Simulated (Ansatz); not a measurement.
# F2Ni: the cost of one run

Computed with Ansatz 0.2.0 (DFT unrestricted wB97X-V, scalar-relativistic (X2C), Gaussian basis x2c-TZVPPall, and further levels as typed in the inputs, unless a step's input says otherwise).

1 further run of the same task is left out (it didn't finish).

## 1. The starting structure

Bond lengths: Ni1–F2 1.757 Å, Ni1–F3 1.746 Å. Angles: F2–Ni1–F3 148.8°.

As a file:

```xyz
3

Ni    0.0028   -0.0185    0.0062
F     0.0115    0.4602    1.6970
F    -0.0011    0.4462   -1.6766
```

## 2. Relaxing the atoms: F2Ni

input.yaml

```yaml
relax:
  f_tol: 0.001
  max_steps: 200
crystal:
  periodic: [false, false, false]
  atoms:
    - { symbol: Ni, position_ang: [0.002763, -0.018546, 0.006239] }
    - { symbol: F, position_ang: [0.011453, 0.460172, 1.696966] }
    - { symbol: F, position_ang: [-0.001117, 0.446179, -1.676613] }
magnetization:
  spin_polarized: true
  initial_magnetization: 2
basis:
  gaussian: { orbitals: x2c-TZVPPall }
hamiltonian:
  xc: { name: wB97X-V }
```

Command:

```bash
$ ansatz run input.yaml --threads 4 --pin off --max-ram 8192MiB --backend cpu --events-out ev --progress --plain --runs-dir out
```

**Question.** How long does this run take on 4 threads of Intel Xeon 6975P-C (Granite Rapids), shared host, and how much memory does it need?

About 8.8 min, with a peak of 0.63 GiB.
